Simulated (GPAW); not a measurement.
# HPbNO4 (P1) in GPAW: equation of state

Aim: energy against volume of HPbNO4 in PBE, for its equilibrium volume and stiffness.

Program: GPAW 26.7.0. These are calculated values, not measurements. Logs are shortened: lines on timing, memory, paths and dates and some standing lists are left out, and cuts for length are marked. The log counts tension as positive stress, the text compression.

### Step 1. Starting point

The typed cell holds 7 atoms: a = 4.275 Å, b = 5.609 Å, c = 5.670 Å, α = 100.02°, β = 111.92°, γ = 111.82°.

The cell was built by a generator and needn't be a form met in nature.

### Step 2. Equation of state, PBE

Contents of run.py:

```python
from ase import Atoms
from ase.eos import EquationOfState
from ase.io import Trajectory
from ase.units import GPa
from ase.parallel import parprint
from gpaw import GPAW, PW

atoms = Atoms(['H', 'Pb', 'N', 'O', 'O', 'O', 'O'],
              cell=[[4.27531, -0.0004, 0.00636],
                    [-2.08399, 5.20775, -0.04907],
                    [-2.12377, -1.86574, 4.91491]],
              scaled_positions=[[0.99073, 0.0333, 0.90994],
                                [0.50274, 0.81989, 0.14287],
                                [0.00838, 0.47408, 0.50265],
                                [0.99816, 0.92741, 0.02877],
                                [0.19467, 0.73435, 0.60852],
                                [0.81673, 0.35882, 0.24556],
                                [0.01381, 0.33121, 0.65217]],
              pbc=True)

traj = Trajectory('eos.traj', 'w')
volumes, energies = [], []
for x in [0.94, 0.96, 0.98, 1.0, 1.02, 1.04, 1.06]:
    a = atoms.copy()
    a.set_cell(atoms.cell * x**(1 / 3), scale_atoms=True)
    calc = GPAW(mode=PW(800),
                xc='PBE',
                kpts={'size': (8, 6, 6), 'gamma': True},
                occupations={'name': 'fermi-dirac', 'width': 0.05},
                nbands=39,
                convergence={'density': 1e-05, 'energy': 1e-05},
                maxiter=150,
                txt=f'eos-{x:.2f}.txt')
    a.calc = calc
    energies.append(a.get_potential_energy(force_consistent=True))
    volumes.append(a.get_volume())
    p = -a.get_stress()[:3].mean() / GPa
    calc.write(f'eos-{x:.2f}.gpw')
    traj.write(a)
    parprint(f'{x:.2f} {volumes[-1]:10.4f} A^3 {energies[-1]:14.6f} eV {p:9.3f} GPa', flush=True)

v0, e0, B = EquationOfState(volumes, energies, eos='birchmurnaghan').fit()
parprint(f'V0 = {v0:.4f} A^3, E0 = {e0:.6f} eV, B0 = {B / GPa:.2f} GPa')
```

Potentials or basis: GPAW PAW data sets (gpaw-data 1.2.1), pw.

Command:

```sh
$ OMP_NUM_THREADS=1 mpirun -n 8 gpaw python run.py
```

Output:

```text
__  _  _
 | _ |_)|_||  |
 |__||  | ||/\| - 26.7.0

Input parameters:
  mode=PW(ecut=800.0),
  convergence={'density': 1e-05, 'energy': 1e-05},
  kpts=MonkhorstPack(size=(8, 6, 6), gamma=True),
  maxiter=150,
  nbands=39,
  occupations=Occupations(name='fermi-dirac', width=0.05),
  xc=XC(name='PBE')

Diagonalizing LCAO Hamiltonian
Converting LCAO to pw mode

          O      H
        ON
               Pb  O O

Atoms  # Å, Bohr magnetons
|   | symbol |         x |         y |        z |    initial magnetic moments |
|---|--------|-----------|-----------|----------|-----------------------------|
| 0 |      H |  2.188178 | -1.493565 | 4.385548 | ( 0.0000,  0.0000,  0.0000) |
| 1 |     Pb |  0.134501 |  3.921306 | 0.651580 | ( 0.0000,  0.0000,  0.0000) |
| 2 |      N | -1.978435 |  1.499817 | 2.397311 | ( 0.0000,  0.0000,  0.0000) |
| 3 |      O |  2.227216 |  4.678153 | 0.100155 | ( 0.0000,  0.0000,  0.0000) |
| 4 |      O | -1.949827 |  2.634002 | 2.895681 | ( 0.0000,  0.0000,  0.0000) |
| 5 |      O |  2.177114 |  1.381380 | 1.170108 | ( 0.0000,  0.0000,  0.0000) |
| 6 |      O | -1.975096 |  0.497702 | 3.124088 | ( 0.0000,  0.0000,  0.0000) |

Unit cell  # Å
| periodic |         x |         y |         z |  lengths |     angles |
|----------|-----------|-----------|-----------|----------|------------|
|      yes |  4.188034 | -0.000392 |  0.006230 | 4.188039 | 100.015865 |
|      yes | -2.041448 |  5.101440 | -0.048068 | 5.494953 | 111.916115 |
|      yes | -2.080416 | -1.827653 |  4.814578 | 5.554152 | 111.815111 |

Number of symmetries: 1
Symmetry operations  # r_c * U_cc + t_c -> r_c
|   | kind |            matrix            |
|---|------|------------------------------|
| 0 |  E   |  1, 0, 0,  0, 1, 0,  0, 0, 1 |

BZ-sampling:
  Number of BZ points: 288
  Number of IBZ points: 148

  Monkhorst-Pack size: [8, 6, 6]
  Monkhorst-Pack shift: [0.0625, 0.08333333333333333, 0.08333333333333333]

K-points  # in reciprocal-cell coordinates
|     |                                coordinates |     weight |
|-----|--------------------------------------------|------------|
|   0 | (  0.00000000,   0.00000000,   0.00000000) | 0.00347222 |
|   1 | (  0.00000000,   0.00000000,   0.16666667) | 0.00694444 |
|   2 | (  0.00000000,   0.00000000,   0.33333333) | 0.00694444 |
|   3 | (  0.00000000,   0.00000000,   0.50000000) | 0.00347222 |
|   4 | (  0.00000000,   0.16666667,  -0.33333333) | 0.00694444 |
|   5 | (  0.00000000,   0.16666667,  -0.16666667) | 0.00694444 |
|   6 | (  0.00000000,   0.16666667,   0.00000000) | 0.00694444 |
|   7 | (  0.00000000,   0.16666667,   0.16666667) | 0.00694444 |
|   8 | (  0.00000000,   0.16666667,   0.33333333) | 0.00694444 |
|   9 | (  0.00000000,   0.16666667,   0.50000000) | 0.00694444 |
| ... |                                            |            |
| 147 | (  0.50000000,   0.50000000,   0.50000000) | 0.00347222 |

Plane wave coefficients: 5308
Cutoff: 800.0 eV

Spin-components: 1 (collinear spins)
Bands:           39
Projectors:      34
Spin-degeneracy: 2
Datatype:        complex128

Parallelization:
  kpt:    8
  domain: 1
  band:   1

Density:
  Valence electrons: 44.0
  Components: 1
  Grid points: [28 36 40]
  Charge: 0.0  # |e|

Potential:
  Grid points: [28 36 40]

species:
  H:
    name:    Hydrogen
    Z:       1.0
    valence: 1
    core:    0
    charge:  0.0  # [|e|]
    compensation charges:
      type: gauss
      rc: 0.15  # [Å]
      lmax: 2
    cutoffs:
      filter: 0.85  # [Å]
      core: 0.53  # [Å]
    projectors
    | kind |    occ | energy [eV] | rcut [Å] |
    |------|--------|-------------|----------|
    |   1s |  1.000 |      -6.494 |    0.476 |
    |    s |        |      20.717 |    0.476 |
    |    p |        |       0.000 |    0.476 |

    Using partial waves for H as LCAO basis

  Pb:
    name:    Lead
    Z:       82.0
    valence: 14
    core:    68
    charge:  0.0  # [|e|]
    compensation charges:
      type: gauss
      rc: 0.38  # [Å]
      lmax: 2
    cutoffs:
      filter: 2.36  # [Å]
      core: 2.43  # [Å]
    projectors
    | kind |    occ | energy [eV] | rcut [Å] |
    |------|--------|-------------|----------|
    |   6s |  2.000 |     -11.969 |    1.259 |
    |   6p |  2.000 |      -3.506 |    1.275 |
    |   5d | 10.000 |     -21.211 |    1.217 |
    |    s |        |      15.243 |    1.259 |
    |    p |        |      23.705 |    1.275 |
    |    d |        |       6.001 |    1.217 |

    Using partial waves for Pb as LCAO basis

  N:
    name:    Nitrogen
    Z:       7.0
    valence: 5
    core:    2
    charge:  0.0  # [|e|]
    compensation charges:
      type: gauss
      rc: 0.18  # [Å]
      lmax: 2
    cutoffs:
      filter: 1.11  # [Å]
      core: 0.96  # [Å]
    projectors
    | kind |    occ | energy [eV] | rcut [Å] |
    |------|--------|-------------|----------|
    |   2s |  2.000 |     -18.583 |    0.603 |
    |   2p |  3.000 |      -7.089 |    0.529 |
    |    s |        |       8.629 |    0.603 |
    |    p |        |      20.123 |    0.529 |
    |    d |        |       0.000 |    0.577 |

    Using partial waves for N as LCAO basis

  O:
    name:    Oxygen
    Z:       8.0
    valence: 6
    core:    2
    charge:  0.0  # [|e|]
    compensation charges:
      type: gauss
      rc: 0.21  # [Å]
      lmax: 2
    cutoffs:
      filter: 1.17  # [Å]
      core: 0.83  # [Å]
    projectors
    | kind |    occ | energy [eV] | rcut [Å] |
    |------|--------|-------------|----------|
    |   2s |  2.000 |     -23.961 |    0.688 |
    |   2p |  4.000 |      -9.029 |    0.598 |
    |    s |        |       3.251 |    0.688 |
    |    p |        |      18.182 |    0.598 |
    |    d |        |       0.000 |    0.619 |

    Using partial waves for O as LCAO basis

Reference energy: -576932.084235  # eV

eigensolver:
  PPCG
  Converge bands: occupied
  niter=2

density mixing:
  MSR1-Mixer
  Pratt-step length: 0.05
  Maximum mixing coefficient: 0.75
  Old densities: 10
  SVD Regularization: 0.005
  Good broyden scale: 1.0
  Trust region scale: 1.0
  Backstep threshold: 4.0
  History deletion threshold: 6.0
  Fourier metric: weight=20.0, sigma=0.015

occupation numbers:
  Fermi-Dirac:
    width: 0.0500  # eV

poisson solver:
  ecut: 6400.0  # eV

xc functional:
  name: PBE with 2 nearest neighbor stencil

convergence criteria:
- Maximum integral of absolute [dens]ity change: 1e-05 electrons / valence electron
- Maximum [total energy] change in last 3 cyles: 1e-05 eV / valence electron
- Maximum integral of absolute [eigenst]ate change: 4e-08 eV^2 / valence electron
maximum number of iterations: 150

SCF iterations
|iter     | |      energy | eigst |  dens |
|---------|-|-------------|-------|-------|
|iter:   1| |  -46.031218 | +0.75 |       |
|iter:   2| |  -45.010852 | -0.97 | -0.90 |
|iter:   3| |  -41.639433 | -0.69 | -0.95 |
|iter:   4| |  -41.608496 | -2.24 | -1.47 |
|iter:   5| |  -41.605878 | -2.83 | -1.77 |
|iter:   6| |  -41.603458 | -3.44 | -2.11 |
|iter:   7| |  -41.603654 | -4.71 | -2.82 |
|iter:   8| |  -41.603574c| -5.32 | -3.12 |
|iter:   9| |  -41.603576c| -6.39 | -3.58 |
|iter:  10| |  -41.603576c| -7.36 | -4.14 |
|iter:  11| |  -41.603577c| -7.69c| -4.69 |
|iter:  12| |  -41.603577c| -8.31c| -5.24c|

Converged in 12 steps
Energy contributions relative to reference atoms: (reference = -576932.084235)

Energy contributions:
  Kinetic:          66.295524
  Coulomb:         -65.399387
  Zero:              0.872661
  External:          0.000000
  Xc:              -43.372375
  Entropy:          -0.000000
  Spinorbit:         0.000000
  ----------------------------
  Free energy:     -41.603577
  Extrapolated:    -41.603577

dipole moment: (-3.330369, 14.196008, -15.674320)  # |e|*Ang

Fermi level: 2.575
Eigenvalues  # (at kpt = [0.000, 0.000, 0.000])
| band index |      eig [eV] | occ [0-2] |
|------------|---------------|-----------|
|          0 |       -25.234 |     2.000 |
|        ... |               |           |
|         14 |        -2.021 |     2.000 |
|         15 |        -1.800 |     2.000 |
|         16 |        -1.136 |     2.000 |
|         17 |        -1.016 |     2.000 |
|         18 |        -0.739 |     2.000 |
|         19 |        -0.723 |     2.000 |
[... 8 lines left out ...]
|         28 |        12.006 |     0.000 |
|         29 |        12.605 |     0.000 |
|        ... |               |           |
|         38 |        17.859 |     0.000 |

Gap: 2.896 eV
Transition (v -> c):
  (s=0, k=128, n=21, [0.50, 0.00, 0.00]) -> (s=0, k=120, n=22, [0.38, 0.33, 0.33])
Direct/indirect transitions are different
Direct gap: 3.279 eV
Transition at: (s=0, k=135, n=21, [0.50, 0.17, 0.17])

Stress tensor  # eV/Ang^3
|         x |         y |         z |
|-----------|-----------|-----------|
| -0.014993 | -0.000429 | -0.000861 |
| -0.000429 | -0.046830 |  0.005684 |
| -0.000861 |  0.005684 | -0.044103 |

# Writing to eos-0.94.gpw (mode='')
```

It took 5.4 min on 8 MPI ranks of Intel Xeon 6975P-C (Granite Rapids), shared host; peak memory 0.74 GiB.

Results:

```
Equilibrium volume                        : 15.58 Å³/atom
Bulk modulus at fixed shape and positions : 85 GPa
Pressure derivative of the bulk modulus   : 4.2
```

Energy against volume, from the lowest point:
| volume (Å³/atom) | energy (meV/atom) |
| --- | --- |
| 14.654 | 16.19 |
| 14.966 | 6.87 |
| 15.278 | 1.61 |
| 15.590 | 0.00 |
| 15.902 | 1.73 |
| 16.213 | 6.40 |
| 16.525 | 13.76 |

Caveat: the cell was scaled at fixed shape and fractional positions, which overstates the stiffness of a crystal with free parameters, most of all of layers and chains. The run has no spin-orbit coupling, so splittings on Pb are missing.
